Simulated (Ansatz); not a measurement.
## CH5AlSSe, SMILES C[Se][AlH][SH]: a geometry optimisation, step by step

Computed with the Ansatz DFT code, driven from Python.

Notebook, run cell by cell (the value of a cell's last expression is shown):

```python
from dataclasses import dataclass
import itertools

import ansatz as az
from ase.data import atomic_numbers, covalent_radii
import numpy as np
```

```python
@dataclass(frozen=True)
class Settings:
    basis: str = "def2-SVP"
    functional: str = "pbe0"


opts = Settings()
```

```python
GEOMETRY = """
C    -0.13880    0.63250   -1.69460
Se    1.40090    0.57060   -0.59230
Al    0.29320   -0.89100    0.96970
S    -0.77120   -0.01110    2.71400
H    -0.45680   -0.34120   -2.09120
H    -1.03030    1.11900   -1.12460
H     0.04690    1.33670   -2.57170
H     0.44990   -2.45820    0.78330
H     0.29470   -0.00360    3.59030
"""
```

```python
molecule = az.Crystal.molecule()
for line in GEOMETRY.strip().splitlines():
    symbol, *xyz = line.split()
    molecule = molecule.atom(symbol, [float(v) for v in xyz])
```

```python
model = (
    molecule.calculation()
    .basis(gaussian=opts.basis)
    .functional(opts.functional)
    .scf(lower_state_search="light")
)
symbols = [site.symbol for site in molecule.cartesian_sites]
start = np.array([site.position_ang for site in molecule.cartesian_sites], dtype=float)
r = model.relax(force_tolerance=0.02, max_steps=100).run(threads=1, backend="cpu").report
end = np.array(r["positions_ang"])
```

```python
print("reference energy %16.6f eV" % r["reference_energy_ev"])
print("total energy     %16.6f eV" % r["free_energy_ev"])
print("occupied orbitals outside the frozen core (up, down):", r["n_occupied"], " frozen:", r["n_frozen"], " virtual:", r["n_virtual"])
```

    reference energy    -83872.451112 eV
    total energy        -83872.451112 eV
    occupied orbitals outside the frozen core (up, down): [37, 37]  frozen: 0  virtual: [70, 70]

```python
# pairs closer than 1.2 times the sum of covalent radii, before or after
radius = [covalent_radii[atomic_numbers[s]] for s in symbols]
span = lambda where, i, j: np.linalg.norm(where[i] - where[j])
bonded = [(i, j) for i, j in itertools.combinations(range(len(symbols)), 2) if min(span(start, i, j), span(end, i, j)) < 1.2 * (radius[i] + radius[j])]
print("pair        before    after (A)")
for i, j in bonded:
    print(f"{symbols[i]}{i}-{symbols[j]}{j}".ljust(10), f"{span(start, i, j):8.4f} {span(end, i, j):8.4f}")
```

    pair        before    after (A)
    C0-Se1       1.8946   1.9676
    C0-H4        1.0984   1.0979
    C0-H5        1.1646   1.0975
    C0-H6        1.1400   1.0979
    Se1-Al2      2.4090   2.3059
    Al2-S3       2.2248   2.1880
    Al2-H7       1.5860   1.5831
    S3-H8        1.3799   1.3523

```python
charges = r["charge_distribution"]
dipole = np.array(charges["dipole_moment_e_ang"]) * 4.803205
print("dipole (D): {:.3f} {:.3f} {:.3f}, length {:.3f}".format(*dipole, np.linalg.norm(dipole)))
print("atom  Mulliken   Lowdin")
for symbol, m, l in zip(symbols, charges["mulliken_charges_e"], charges["lowdin_charges_e"]):
    print(f"{symbol:4s} {m:9.3f} {l:8.3f}")
```

    dipole (D): -0.200 0.378 -1.677, length 1.731
    atom  Mulliken   Lowdin
    C       -0.208   -0.071
    Se      -0.288    0.144
    Al       0.549   -0.088
    S       -0.313    0.101
    H        0.092    0.012
    H        0.099    0.005
    H        0.097    0.005
    H       -0.137   -0.111
    H        0.108    0.004

What to keep in mind:
- These settings explore the input space; basis and method may be short of convergence.
- The end point is the stationary point reached from this start; no frequency run checks that it is a minimum, and the basis set is modest.
- The Löwdin charges here are taken after orthogonalising the functions within each atom; they differ from plain Löwdin charges, and their signs can be unphysical.
- Hardware and time: 2.7 min on 1 thread of Arm Neoverse V1 (shared host), peak memory 0.33 GiB.
